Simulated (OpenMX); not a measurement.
Crystal: BiTe.

```
Bi Te
1.0
     2.42271    1.39875    3.31729
    -2.42271    1.39875    3.31729
     0.00000   -2.79750    3.31729
Bi Te
1 1
Cartesian
  0.0000 0.0000 4.9759
  0.0000 0.0000 0.0000
```

The cell comes from a database or a generator and needn't be the stable form of this composition.

Base run:

- Program: OpenMX 3.8.5
- Functional: PBE
- Dispersion: D4
- Potentials or basis: OpenMX 2013 PBE set, Bi8.0-s3p2d2f1, Te7.0-s3p2d2f1, grid cutoff 500 Ry
- k mesh: 5 × 5 × 5
- Occupations: fermi-dirac, width 0.05 eV
- Spin: no spin polarisation

Its results: band gap on the k mesh none (metal or under the smearing width); pressure -0.8 GPa.

After a change of settings the same cell gave: band gap on the k mesh none (metal or under the smearing width); pressure 1.4 GPa. Which change was it?
A. dispersion from D4 to none
B. dispersion from D4 to D3
C. dispersion from D4 to D3(BJ)

A.

Dispersion adds attraction, which lowers the pressure at fixed volume and, as a term added to the energy, leaves the levels alone.

Caveats: spin-orbit coupling is left out, which moves the levels of the heavy elements; the basis of atomic orbitals isn't converged, which shifts pressures, moduli and gaps; pairwise dispersion overbinds metals, which lowers pressure and volume (some runs).

Not every run made on this cell is shown here.
